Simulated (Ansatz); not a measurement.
# H7NOSi (built from SMILES N[SiH2]O.[H][H]): a barrier at many levels of theory

Aim: the barrier and energy of one elementary step (Si1–H7 formed, N2–H6 formed, Si1–N2 broken, H6–H7 broken) from LDA up to coupled cluster, on fixed structures, to see where each rung fails.

Program: Ansatz 0.2.0, Gaussian basis. Level of theory: single points in def2-TZVPP on PBE0-D4/def2-TZVP structures. These are calculated values, not measurements.

Levels: SPW92, PBE-D4, BLYP-D4, r2SCAN-D4, B97M-V, PBE0-D4, B3LYP-D4, r2SCAN0-D4, BHLYP-D4, CAM-B3LYP-D4, wB97X-V, wB97M-V, B2PLYP, PBE-QIDH, RPA on PBE, Hartree-Fock, MP2, CCSD, CCSD(T). The reference is CCSD(T) at the basis limit, from triple and quadruple zeta. Zero-point energies come from PBE0-D4 vibrations.

Cores are frozen in the correlated methods. B3LYP uses VWN-RPA correlation. B2PLYP carries no dispersion term here.

23 further runs of the same task are left out: 23 set aside as unsound or not needed.

## Step 1: Start, saddle and end, as given

Charge 0, multiplicity 1. The folders r, ts and p hold the start, the saddle and the end; their coordinates stand in the first inputs.

| pair | r (Å) | ts (Å) | p (Å) |
| --- | --- | --- | --- |
| Si1–H7 | 4.028 | 1.923 | 1.488 |
| N2–H6 | 2.838 | 1.191 | 1.013 |
| Si1–N2 | 1.712 | 1.870 | 2.690 |
| H6–H7 | 0.749 | 1.177 | 2.928 |

## Step 2: wB97M-V/def2-TZVPP

r/in.yaml

```yaml
crystal:
  periodic: [false, false, false]
  atoms:
    - {symbol: Si, position_ang: [-0.736066, -0.832907, -0.347867]}
    - {symbol: N, position_ang: [0.933315, -0.787755, 0.028286]}
    - {symbol: H, position_ang: [-1.090198, -1.773669, -1.437542]}
    - {symbol: H, position_ang: [-1.391226, -1.221798, 0.929984]}
    - {symbol: O, position_ang: [-1.282759, 0.607251, -0.923970]}
    - {symbol: H, position_ang: [0.929099, 1.922961, 0.869315]}
    - {symbol: H, position_ang: [0.764653, 2.624800, 1.071790]}
    - {symbol: H, position_ang: [1.272420, -1.163100, 0.897538]}
    - {symbol: H, position_ang: [1.651683, -0.760119, -0.675955]}
    - {symbol: H, position_ang: [-1.051125, 1.384238, -0.411581]}
basis:
  gaussian: {orbitals: def2-TZVPP}
hamiltonian: {xc: {name: wB97M-V}}
```

ts/in.yaml

```yaml
crystal:
  periodic: [false, false, false]
  atoms:
    - {symbol: Si, position_ang: [-0.695214, -0.255508, -0.032164]}
    - {symbol: N, position_ang: [1.149574, -0.475681, 0.181996]}
    - {symbol: H, position_ang: [-1.006473, -1.546706, -0.725326]}
    - {symbol: H, position_ang: [-1.332952, -0.415988, 1.295648]}
    - {symbol: O, position_ang: [-1.177016, 0.761053, -1.234346]}
    - {symbol: H, position_ang: [0.932475, 0.583215, 0.682587]}
    - {symbol: H, position_ang: [0.027617, 1.329164, 0.783852]}
    - {symbol: H, position_ang: [1.478898, -1.277061, 0.710097]}
    - {symbol: H, position_ang: [1.677458, -0.383982, -0.678980]}
    - {symbol: H, position_ang: [-1.054569, 1.681397, -0.983365]}
basis:
  gaussian: {orbitals: def2-TZVPP}
hamiltonian: {xc: {name: wB97M-V}}
```

p/in.yaml

```yaml
crystal:
  periodic: [false, false, false]
  atoms:
    - {symbol: Si, position_ang: [-0.778298, 0.308351, -0.400775]}
    - {symbol: N, position_ang: [1.484245, -0.719709, 0.628907]}
    - {symbol: H, position_ang: [-0.436315, -0.843937, -1.261195]}
    - {symbol: H, position_ang: [-1.103206, -0.064669, 1.002207]}
    - {symbol: O, position_ang: [-2.177138, 0.865804, -1.115699]}
    - {symbol: H, position_ang: [1.798441, -0.193263, 1.434872]}
    - {symbol: H, position_ang: [0.222763, 1.407961, -0.443227]}
    - {symbol: H, position_ang: [1.347870, -1.678942, 0.923625]}
    - {symbol: H, position_ang: [2.233081, -0.712258, -0.052853]}
    - {symbol: H, position_ang: [-2.591644, 1.630562, -0.715863]}
basis:
  gaussian: {orbitals: def2-TZVPP}
hamiltonian: {xc: {name: wB97M-V}}
```

No record of the launch command was kept for these runs.

Further steps of the session: CCSD(T)/def2-TZVPP; MP2/def2-QZVPP; Vibrations of the start structure; Vibrations of the end structure.

What does the calculation give? Wanted: barrier, CCSD(T)/CBS; reverse barrier, CCSD(T)/CBS; step energy, CCSD(T)/CBS; barrier with zero-point energy; step energy with zero-point energy; imaginary mode at the saddle; largest T1 diagnostic.

As calculated:

| quantity | value |
| --- | --- |
| barrier, CCSD(T)/CBS | 2.174 eV |
| reverse barrier, CCSD(T)/CBS | 1.807 eV |
| step energy, CCSD(T)/CBS | +0.368 eV |
| barrier with zero-point energy | 2.254 eV |
| step energy with zero-point energy | +0.544 eV |
| imaginary mode at the saddle | 1293i cm⁻¹ |
| largest T1 diagnostic | 0.011 |

What this shows: Among the functionals B2PLYP lands nearest to CCSD(T)/CBS (-0.012 eV) and SPW92 farthest (-0.763 eV). Mean unsigned error by rung: LDA 0.763, GGA 0.299, meta-GGA 0.249, hybrid 0.155, range-separated hybrid 0.082, double hybrid 0.069 eV. PBE-D4 gives a barrier 0.419 eV too low, outside chemical accuracy (1 kcal/mol, 0.043 eV). Every functional without exact exchange puts the barrier too low, the usual mark of self-interaction error, which favours the spread-out density of a saddle. The barrier rises with the share of exact exchange, from BLYP-D4 through B3LYP-D4 to BHLYP-D4 (-0.179, -0.091, +0.073 eV). Hartree-Fock, with no correlation, is off by +0.513 eV. Zero-point motion raises the barrier by 0.080 eV.
